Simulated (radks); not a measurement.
# Numerical settings for Zn³⁺

Aim: see which numerical settings matter for the zinc ion Zn3+. Each run changes a setting or two against a run with the defaults. The defaults are a mesh step of 0.008 in ln r, a mesh end at 40 bohr or more, Anderson mixing 0.5 over 9 steps and a tight residual threshold, with the energy settled to 1e-9 hartree as well; every run has a cap on iterations.

Method: Dirac Kohn-Sham, PBE, spin-unpolarised, spherical densities, finite nucleus; open shells fill j = l - 1/2 first. Code: radks (a radial shooting solver on a logarithmic mesh, Libxc functionals) version 1.

### Step 1. What is computed

```
element            : zinc (Z = 30)
charge             : +3
electrons          : 27
configuration      : [Ar] 3d9
nuclear rms radius : 3.9283 fm
```

### Step 2. Default settings

Input:

```text
Z 30
configuration [Ar] 3d9
relativity Dirac
functional pbe,pbe
spin unpolarised
j_filling energy
nucleus finite rms 3.9283 fm
c 137.035999084
max_iterations 51
```

The run is started by

```
$ python run_ks.py task.json out
```

All runs below come from this command, one after another.

### Step 3. Mesh step in ln r 0.05

Settings, as their differences from step 2:

```diff
@@ -8,2 +8,3 @@
 c 137.035999084
+mesh_step 0.05
 max_iterations 51
```

### Step 4. Mesh step in ln r 0.012

Settings, as their differences from step 3:

```diff
@@ -8,3 +8,3 @@
 c 137.035999084
-mesh_step 0.05
+mesh_step 0.012
 max_iterations 51
```

### Step 5. Mesh step in ln r 0.005

Settings, as their differences from step 4:

```diff
@@ -8,3 +8,3 @@
 c 137.035999084
-mesh_step 0.012
+mesh_step 0.005
 max_iterations 51
```

### Step 6. Mesh end (bohr) 5

Settings, as their differences from step 5:

```diff
@@ -8,3 +8,3 @@
 c 137.035999084
-mesh_step 0.005
+mesh_end 5
 max_iterations 51
```

### Step 7. Mesh end (bohr) 20

Settings, as their differences from step 6:

```diff
@@ -8,3 +8,3 @@
 c 137.035999084
-mesh_end 5
+mesh_end 20
 max_iterations 51
```

### Step 8. Residual threshold 1e-16

Settings, as their differences from step 7:

```diff
@@ -8,3 +8,3 @@
 c 137.035999084
-mesh_end 20
+threshold 1e-16
 max_iterations 51
```

### Step 9. Residual threshold 0.1

Settings, as their differences from step 8:

```diff
@@ -8,3 +8,3 @@
 c 137.035999084
-threshold 1e-16
+threshold 0.1
 max_iterations 51
```

### Step 10. Mixing 2.5

Settings, as their differences from step 9:

```diff
@@ -8,3 +8,3 @@
 c 137.035999084
-threshold 0.1
+mixing 2.5
 max_iterations 51
```

### Step 11. Mixing history 1, mixing 1

Settings, as their differences from step 10:

```diff
@@ -8,3 +8,4 @@
 c 137.035999084
-mixing 2.5
+history 1
+mixing 1
 max_iterations 51
```

### Step 12. Mixing history 1, mixing 0.05

Settings, as their differences from step 11:

```diff
@@ -9,3 +9,3 @@
 history 1
-mixing 1
+mixing 0.05
 max_iterations 51
```

### Step 13. Mixing history 20

Settings, as their differences from step 12:

```diff
@@ -8,4 +8,3 @@
 c 137.035999084
-history 1
-mixing 0.05
+history 20
 max_iterations 51
```

### Step 14. Iteration cap 2

Settings, as their differences from step 13:

```diff
@@ -8,3 +8,2 @@
 c 137.035999084
-history 20
-max_iterations 51
+max_iterations 2
```

**Question.** What will these runs give? Wanted: for each run, setting; iterations; converged; change of E.

**Answer**, as computed:

```csv
setting,mesh points,iterations,converged,change of E (mhartree),time
Default settings,2189,15,yes,0,0.08 s
mesh step in ln r 0.05,351,15,yes,+0.01094,0.02 s
mesh step in ln r 0.012,1459,15,yes,0,0.05 s
mesh step in ln r 0.005,3501,16,yes,0,0.12 s
mesh end (bohr) 5,1929,15,yes,+0.07137,0.07 s
mesh end (bohr) 20,2102,15,yes,0,0.07 s
residual threshold 1e-16,2189,51,no,-,0.14 s
residual threshold 0.1,2189,10,yes,0,0.06 s
mixing 2.5,2189,19,yes,0,0.1 s
"mixing history 1, mixing 1",2189,51,no,-,0.62 s
"mixing history 1, mixing 0.05",2189,51,no,-,0.22 s
mixing history 20,2189,21,yes,0,0.1 s
iteration cap 2,2189,2,no,-,0.01 s
```

A zero stands for a change under the printed digits. No run that converges misses the default energy by more than 1 mhartree. Not converged or rejected: residual threshold 1e-16; mixing history 1, mixing 1; mixing history 1, mixing 0.05; iteration cap 2.
